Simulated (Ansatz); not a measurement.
# As₂H₃ (doublet): wave-function methods side by side at distance As1–As2 = 1.913 Å, cc-pVDZ

Aim: climb from Hartree-Fock through coupled cluster and multireference methods for As₂H₃ (doublet) at one geometry and basis, and see what each rung misses.

Program: Ansatz 0.2.0, Gaussian basis. Level of theory: cc-pVDZ, correlated electrons: outside noble gas. These are calculated values, not measurements.

The runs, in order: UHF; CCSD(T) on ROHF; CCSD(T) on UHF; BCCD(T) on ROHF; CISD; CCSDT(Q) on ROHF; CCSDT(Q) on UHF; CASSCF and MRCISD+Q, 3 electrons in 3 orbitals; CASSCF and NEVPT2, 3 electrons in 3 orbitals.

**1. The geometry**

The geometry derives from a PBE0/def2-TZVP stationary point (not a proven minimum). One bond is set to the value named and the two fragments are kept rigid. No spin-orbit coupling is included. The filled d shell of As may be among the frozen orbitals whatever the setting's name suggests; the logs give the count.

5 atoms, charge 0, spin multiplicity 2.

Atoms are counted from 1 here; the program's logs count them from 0.

Bond lengths: As1–As2 1.913 Å, As1–H3 1.524 Å, As1–H4 1.522 Å, As2–H5 1.528 Å. Angles: As2–As1–H3 95.2°, As2–As1–H4 93.7°, H3–As1–H4 92.9°, As1–As2–H5 90.7°.

In the tables R marks a restricted open-shell determinant and U an unrestricted one; 'pair' is the active space of 3 electrons in 3 orbitals; correlation energies count from the lowest restricted Hartree-Fock solution.

**2. UHF**

Input file in.yaml:

```yaml
crystal:
  periodic: [false, false, false]
  atoms:
    - {symbol: As, position_ang: [0.038104, 0.021288, 0.947857]}
    - {symbol: As, position_ang: [-0.013654, -0.032889, -0.963675]}
    - {symbol: H, position_ang: [-1.302369, 0.728981, 1.101462]}
    - {symbol: H, position_ang: [-0.585780, -1.358509, 1.100889]}
    - {symbol: H, position_ang: [0.070807, 1.491864, -1.026578]}
basis:
  gaussian: {orbitals: cc-pVDZ}
magnetization: {spin_polarized: true, initial_magnetization: 1}
hamiltonian: {xc: hf}
output: {orbitals: {seedname: orbitals}}
```

Command:

```bash
$ ansatz run in.yaml --threads 1 --pin off --events-out ev --progress --plain --max-ram 2393MiB
```

The runs that follow: CCSD(T) on ROHF; CCSD(T) on UHF; BCCD(T) on ROHF; CISD; CCSDT(Q) on ROHF; CCSDT(Q) on UHF; CASSCF and MRCISD+Q, 3 electrons in 3 orbitals; CASSCF and NEVPT2, 3 electrons in 3 orbitals.

**Question.** What will the summary of the whole plan be? Wanted: correlation energy, UCCSDT(Q); RMP2 from UCCSDT(Q); UMP2 from UCCSDT(Q); RCCSD from UCCSDT(Q); RCCSD(T) from UCCSDT(Q); UCCSD(T) from UCCSDT(Q); RCCSDT(Q) from UCCSDT(Q); NEVPT2 pair from UCCSDT(Q); MRCISD+Q pair from UCCSDT(Q).

As calculated:

| quantity | value |
| --- | --- |
| correlation energy, UCCSDT(Q) | -6.9847 eV |
| RMP2 from UCCSDT(Q) | +27.89 kcal/mol |
| UMP2 from UCCSDT(Q) | +28.24 kcal/mol |
| RCCSD from UCCSDT(Q) | +5.38 kcal/mol |
| RCCSD(T) from UCCSDT(Q) | +0.89 kcal/mol |
| UCCSD(T) from UCCSDT(Q) | +0.85 kcal/mol |
| RCCSDT(Q) from UCCSDT(Q) | +0.05 kcal/mol |
| NEVPT2 pair from UCCSDT(Q) | +28.22 kcal/mol |
| MRCISD+Q pair from UCCSDT(Q) | +1.91 kcal/mol |
| levels of the table within 1 kcal/mol (43 meV) | RCCSD(T), UCCSD(T), BCCD(T), RCCSDT, UCCSDT, RCCSDT(Q) |
| T1 diagnostic | 0.020 |

In words: RCCSD(T) misses by +0.89 kcal/mol, 0.5 % of the correlation energy. Of the multireference levels listed MRCISD+Q pair comes nearest in total energy (+1.91 kcal/mol), which doesn't show that its space is the better one. These misses are within one basis, not against nature; the frozen cores of restricted and unrestricted runs differ, which can shift their rows.
